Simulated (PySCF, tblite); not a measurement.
**CH11B2P3: geometry, infrared bands and NMR shifts**

What infrared bands and NMR shifts should CH11B2P3 (`C[B-]1(P)[PH2+][BH2-][PH2+]1`) show?

Computed with tblite 0.8.0 and PySCF 2.14.0, with density-fitted response routines of our own, on a single molecule in the gas phase. Atoms count from 0, in the outputs and in this text.

## (1) The molecule as given

17 atoms, charge 0, multiplicity 1; geometry from: force field or distance geometry start.

Bonds of the start (Å): C0–B1 1.60, B1–P2 1.94, B1–P3 1.90, P3–B4 1.88, B4–P5 1.90, P5–B1 1.89, C0–H6 1.11, C0–H7 1.10, C0–H8 1.11, P2–H9 1.46, P2–H10 1.44, P3–H11 1.41, P3–H12 1.41, B4–H13 1.19, B4–H14 1.19, P5–H15 1.39, P5–H16 1.41.

## (2) Relaxing the molecule with GFN2-xTB

The job: settings as JSON, then the geometry in Å.

```
{"job": {"kind": "relax", "xc": "GFN2-xTB", "basis": "xTB"}, "charge": 0, "multiplicity": 1}
C     -1.425900    -1.204800    -0.558000
B     -0.549500    -0.056800     0.123100
P     -1.631300     1.184700     1.148500
P      0.818200    -0.794300     1.213100
B      1.910700     0.092000    -0.034400
P      0.545100     0.833100    -1.135500
H     -1.988700    -1.763700     0.216900
H     -0.780800    -1.900500    -1.117600
H     -2.156000    -0.741800    -1.255500
H     -2.103400     1.910300    -0.024200
H     -0.554900     2.110300     1.414200
H      0.882500    -0.234600     2.508500
H      0.904000    -2.202200     1.140500
H      2.560700     0.948500     0.476100
H      2.577200    -0.669800    -0.652600
H      0.500800     0.260900    -2.405000
H      0.484300     2.240700    -1.047800
```

Command:

```
> OMP_NUM_THREADS=1 python probes_run.py task.json out
```

This one command runs all jobs of the session in turn.

**Question.** This job is followed by: GFN2-xTB harmonic vibrations, gas phase; GIAO PBE0/pcSseg-1 NMR shielding, non-relativistic, gas phase. Predict these results of the whole session: strongest single infrared mode (GFN2-xTB); zero-point energy (GFN2-xTB); 13C shifts against TMS (PBE0/pcSseg-1); 1H shifts against TMS (PBE0/pcSseg-1, means over atoms taken as alike); 11B shifts against BF3·OEt2 (PBE0/pcSseg-1); 31P shifts against H3PO4 (PBE0/pcSseg-1, means over atoms taken as alike).

The runs gave:

| quantity | value |
| --- | --- |
| strongest single infrared mode (GFN2-xTB) | 2311 cm⁻¹, 257 km/mol |
| zero-point energy (GFN2-xTB) | 72.5 kcal/mol |
| 13C shifts against TMS (PBE0/pcSseg-1) | 9.5 ppm |
| 1H shifts against TMS (PBE0/pcSseg-1, means over atoms taken as alike) | 3.77, 3.69, 2.65, 2.24, 1.58, 0.38 ppm |
| 11B shifts against BF3·OEt2 (PBE0/pcSseg-1) | -23.3, -44.2 ppm |
| 31P shifts against H3PO4 (PBE0/pcSseg-1, means over atoms taken as alike) | -133.7, -234.4 ppm |

What this shows: Over 136 steps the energy fell by 0.937 eV; of the close pairs, B1–P5 changed most, 1.891 to 1.978 Å. No mode is imaginary among the 45: a minimum at this level. The strongest single mode, at 2311 cm⁻¹, moves mainly H12. Unscaled tight-binding wavenumbers are off by several per cent, some by more. Its intensities can rank the bands wrongly. At PBE0/pcSseg-1: The largest span, 172 ppm, is at P3, P5, where the paramagnetic term is -517 ppm.
